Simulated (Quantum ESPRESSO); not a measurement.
# Ge (I4_1/amd) in Quantum ESPRESSO: single point with LDA

Aim: the single point of Ge with LDA.

All numbers are computed with Quantum ESPRESSO 7.5; they aren't measurements. Logs are shortened: lines on timing, memory, paths and dates and some standing lists are left out, and cuts for length are marked.

## Step 1: The structure

Symmetry: I4_1/amd, No. 141, tetragonal system. The conventional cell has a = 3.818 Å, b = 3.818 Å, c = 5.753 Å, α = 90.00°, β = 90.00°, γ = 90.00°. Ge (site symmetry -4m2) has 4 Ge at 2.39 Å as nearest neighbours.

## Step 2: Single point, LDA

Contents of pw.in:

```
&CONTROL
  calculation = 'scf'
  prefix = 'pwscf'
  outdir = './tmp'
  pseudo_dir = './pseudo'
  tprnfor = .true.
  tstress = .true.
  disk_io = 'nowf'
/
&SYSTEM
  ibrav = 0
  nat = 2
  ntyp = 1
  ecutwfc = 78
  nbnd = 21
  occupations = 'smearing'
  smearing = 'gaussian'
  degauss = 0.00073499
/
&ELECTRONS
  conv_thr = 4d-10
  electron_maxstep = 120
  mixing_beta = 0.5
/
ATOMIC_SPECIES
Ge    72.6300 Ge.upf
CELL_PARAMETERS angstrom
   0.0000000000    2.7000000000    2.8766250000
   2.7000000000    0.0000000000    2.8766250000
   2.7000000000    2.7000000000    0.0000000000
ATOMIC_POSITIONS crystal
Ge     0.0000000000    0.0000000000    0.0000000000
Ge     0.2500000000    0.2500000000    0.2500000000
K_POINTS automatic
10 10 10 0 0 0
```

Potentials or basis: PseudoDojo 0.4.1 SR LDA standard.

Run with:

```bash
OMP_NUM_THREADS=1 pw.x -in pw.in > pw.out
```

pw.out:

```text
This program is part of the open-source Quantum ESPRESSO suite
     for quantum simulation of materials; please cite
         "P. Giannozzi et al., J. Phys.:Condens. Matter 21 395502 (2009);
         "P. Giannozzi et al., J. Phys.:Condens. Matter 29 465901 (2017);
         "P. Giannozzi et al., J. Chem. Phys. 152 154105 (2020);
     in publications or presentations arising from this work. More details at

     Message from routine setup:
     using ibrav=0 with symmetry is DISCOURAGED, use correct ibrav instead

     G-vector sticks info
     --------------------
     sticks:   dense  smooth     PW     G-vecs:    dense   smooth      PW
     Sum        1161    1161    349                26311    26311    4273

     Using Slab Decomposition

     bravais-lattice index     =            0
     lattice parameter (alat)  =       7.4554  a.u.
     unit-cell volume          =     283.0332 (a.u.)^3
     number of atoms/cell      =            2
     number of atomic types    =            1
     number of electrons       =        28.00
     number of Kohn-Sham states=           21
     kinetic-energy cutoff     =      78.0000  Ry
     charge density cutoff     =     312.0000  Ry
     scf convergence threshold =      4.0E-10
     mixing beta               =       0.5000
     number of iterations used =            8  plain     mixing
     Exchange-correlation= SLA  PW   NOGX NOGC
                           (   1   4   0   0   0   0   0)

     celldm(1)=   7.455436  celldm(2)=   0.000000  celldm(3)=   0.000000
     celldm(4)=   0.000000  celldm(5)=   0.000000  celldm(6)=   0.000000

     crystal axes: (cart. coord. in units of alat)
               a(1) = (   0.000000   0.684368   0.729137 )
               a(2) = (   0.684368   0.000000   0.729137 )
               a(3) = (   0.684368   0.684368   0.000000 )

     reciprocal axes: (cart. coord. in units 2 pi/alat)
               b(1) = ( -0.730601  0.730601  0.685742 )
               b(2) = (  0.730601 -0.730601  0.685742 )
               b(3) = (  0.730601  0.730601 -0.685742 )

     PseudoPot. # 1 for Ge read from file:
     Ge.upf
     Pseudo is Norm-conserving + core correction, Zval = 14.0
     Generated using ONCVPSP code by D. R. Hamann
     Using radial grid of 1524 points,  6 beta functions with:
                l(1) =   0
                l(2) =   0
                l(3) =   1
                l(4) =   1
                l(5) =   2
                l(6) =   2

     atomic species   valence    mass     pseudopotential
     Ge               14.00    72.63000     Ge( 1.00)

     16 Sym. Ops., with inversion, found ( 8 have fractional translation)

   Cartesian axes

     site n.     atom                  positions (alat units)
         1        Ge     tau(   1) = (   0.0000000   0.0000000   0.0000000  )
         2        Ge     tau(   2) = (   0.3421839   0.3421839   0.3645685  )

     number of k points=   102  Gaussian smearing, width (Ry)=  0.0007

     Number of k-points >= 100: set verbosity='high' to print them.

     Dense  grid:    26311 G-vectors     FFT dimensions: (  48,  48,  48)

     Initial potential from superposition of free atoms

     starting charge      27.9987, renormalised to      28.0000
     Starting wfcs are   18 randomized atomic wfcs +    3 random wfcs

     Self-consistent Calculation

     iteration #  1     ecut=    78.00 Ry     beta= 0.50
     Davidson diagonalization with overlap
     ethr =  1.00E-02,  avg # of iterations =  5.2

     Threshold (ethr) on eigenvalues was too large:
     Diagonalizing with lowered threshold

     Davidson diagonalization with overlap
     ethr =  1.35E-04,  avg # of iterations =  3.4

     total energy              =    -356.93659886 Ry
     estimated scf accuracy    <       0.03919408 Ry

     iteration #  2     ecut=    78.00 Ry     beta= 0.50
     Davidson diagonalization with overlap
     ethr =  1.40E-04,  avg # of iterations =  1.1

     total energy              =    -356.93538023 Ry
     estimated scf accuracy    <       0.00640526 Ry

     iteration #  3     ecut=    78.00 Ry     beta= 0.50
     Davidson diagonalization with overlap
     ethr =  2.29E-05,  avg # of iterations =  3.1

     total energy              =    -356.93585178 Ry
     estimated scf accuracy    <       0.00009083 Ry

     iteration #  4     ecut=    78.00 Ry     beta= 0.50
     Davidson diagonalization with overlap
     ethr =  3.24E-07,  avg # of iterations =  4.5

     total energy              =    -356.93586266 Ry
     estimated scf accuracy    <       0.00000743 Ry

     iteration #  5     ecut=    78.00 Ry     beta= 0.50
     Davidson diagonalization with overlap
     ethr =  2.65E-08,  avg # of iterations =  1.3

     total energy              =    -356.93586302 Ry
     estimated scf accuracy    <       0.00000022 Ry

     iteration #  6     ecut=    78.00 Ry     beta= 0.50
     Davidson diagonalization with overlap
     ethr =  7.99E-10,  avg # of iterations =  2.0

     total energy              =    -356.93586315 Ry
     estimated scf accuracy    <       0.00000006 Ry

     iteration #  7     ecut=    78.00 Ry     beta= 0.50
     Davidson diagonalization with overlap
     ethr =  2.24E-10,  avg # of iterations =  1.0

     total energy              =    -356.93586314 Ry
     estimated scf accuracy    <       0.00000002 Ry

     iteration #  8     ecut=    78.00 Ry     beta= 0.50
     Davidson diagonalization with overlap
     ethr =  5.95E-11,  avg # of iterations =  2.0

     End of self-consistent calculation

     Number of k-points >= 100: set verbosity='high' to print the bands.

     the Fermi energy is    10.5422 ev

!    total energy              =    -356.93586314 Ry
     estimated scf accuracy    <          2.0E-11 Ry
     smearing contrib. (-TS)   =      -0.00000210 Ry
     internal energy E=F+TS    =    -356.93586104 Ry

     The total energy is F=E-TS. E is the sum of the following terms:
     one-electron contribution =    -175.77291484 Ry
     hartree contribution      =     107.51318435 Ry
     xc contribution           =     -85.94693971 Ry
     ewald contribution        =    -202.72919084 Ry

     convergence has been achieved in   8 iterations

     Forces acting on atoms (cartesian axes, Ry/au):

     atom    1 type  1   force =     0.00000000    0.00000000    0.00000000
     atom    2 type  1   force =     0.00000000    0.00000000   -0.00000000

     Total force =     0.000000     Total SCF correction =     0.000000

     Computing stress (Cartesian axis) and pressure

          total   stress  (Ry/bohr**3)                   (kbar)     P=       45.30
   0.00043283  -0.00000000   0.00000000           63.67       -0.00        0.00
  -0.00000000   0.00043283   0.00000000           -0.00       63.67        0.00
   0.00000000   0.00000000   0.00005821            0.00        0.00        8.56

=------------------------------------------------------------------------------=
   JOB DONE.
=------------------------------------------------------------------------------=
```

Run time: 3.6 min. Hardware: 1 thread of Arm Neoverse N1, shared host; peak memory 0.16 GiB.

Results:

- Free energy: -4856.3598 eV
- Pressure: 4.5 GPa
- Band gap on the k mesh: none (metal or under the smearing width)

Stress tensor (GPa, compression positive):
```
6.37 0.00 0.00
0.00 6.37 0.00
0.00 0.00 0.86
```
